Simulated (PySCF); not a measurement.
# C3H12NPSi: the cost of one run

Programs: PySCF 2.14.0, with routines of our own; each step states its level. All values are computed. Atoms count from 0.

## (1) The starting structure

18 atoms, charge 0, multiplicity 1; geometry from: GFN2-xTB.

## (2) Magnetic properties: GIAO B3LYP/pcSseg-1

What the job is given:

```
{"job": {"kind": "mag", "xc": "B3LYP", "basis": "pcSseg-1", "isotopologues": 2}, "charge": 0, "multiplicity": 1}
C     -2.237546     0.842743    -0.052748
C     -1.323172    -0.240641    -0.597266
N     -0.336294    -0.676891     0.379840
C      0.459132    -1.779109    -0.120758
P      0.441993     0.540927     1.310185
Si     2.204624     1.261234     0.090453
H     -1.683710     1.767691     0.104030
H     -3.045622     1.032770    -0.755138
H     -2.657188     0.525285     0.898586
H     -1.920093    -1.123769    -0.854808
H     -0.835930     0.110162    -1.521726
H     -0.210489    -2.602685    -0.378414
H      1.141521    -2.117246     0.658384
H      1.044208    -1.518355    -1.011853
H      1.169159    -0.379857     2.069909
H      3.435439     1.199956     0.877703
H      1.906631     2.645552    -0.282193
H      2.438577     0.518549    -1.155016
```

Method: GIAO B3LYP/pcSseg-1 magnetisability, rotational g tensor and spin-rotation constants, non-relativistic, gas phase.

Launch:

```bash
OMP_NUM_THREADS=1 python excited_run.py task.json out
```

This one command runs all jobs of the session in turn.

Q: Estimate the wall time and peak memory of this first job on 1 thread of Arm Neoverse N1, shared host.

About 60 s, with a peak of 0.87 GiB.
